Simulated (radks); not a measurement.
**Taking charge from the 5s level of Cs⁺ in fractions**

An exercise on one series of results from a longer session: the logs are not shown, and one member is left open.

The numbers are computed with radks (a radial shooting solver on a logarithmic mesh, Libxc functionals) version 1 (scalar-relativistic Kohn-Sham, PBE, spin-polarised, spherical densities, point nucleus), except any that are marked as measured or tabulated.

## The system

| Property | Result |
| --- | --- |
| element | caesium (Z = 55) |
| charge | +1 |
| electrons | 54 |
| configuration | [Kr] 4d10 5s(up 1, down 1) 5p6 |

A shell typed twice in an input gives spin up, then spin down.

The first run:

Input:

```text
Z 55
configuration [Kr] 4d10 5s1 5s1 5p6
relativity scalar-relativistic
functional pbe,pbe
spin polarised
nucleus point
c 137.035999084
```

Steps of the session up to this table: Start: [Kr] 4d10 5s(up 1, down 1) 5p6.

One table of the session follows, with a row left open; its other results are not shown here.

It belongs to the step «Start: [Kr] 4d10 5s(up 1, down 1) 5p6». Radial moments (bohr):

| level | <r> | outermost maximum (interpolated) | 90 % within | nodes |
| --- | --- | --- | --- | --- |
| 3s | 0.2990 | 0.272 | 0.439 | 2 |
| 3p | 0.2970 | 0.267 | 0.445 | 1 |
| 3d | 0.2736 | 0.220 | 0.429 | 0 |
| 4s | 0.6947 | 0.643 | 0.999 | 3 |
| 4p | 0.7394 | 0.673 | 1.08 | 2 |
| 4d | 0.8366 | 0.721 | 1.27 | 1 |
| 5s | ? | ? | ? | ? |
| 5p | 2.071 | 1.78 | 3.05 | 3 |

Estimate the missing values for 5s.

The run gave: <r>: 1.738; outermost maximum (interpolated): 1.54; 90 % within: 2.52; nodes: 4. In the column «<r>» it lies between 4d (0.8366) and 5p (2.071).
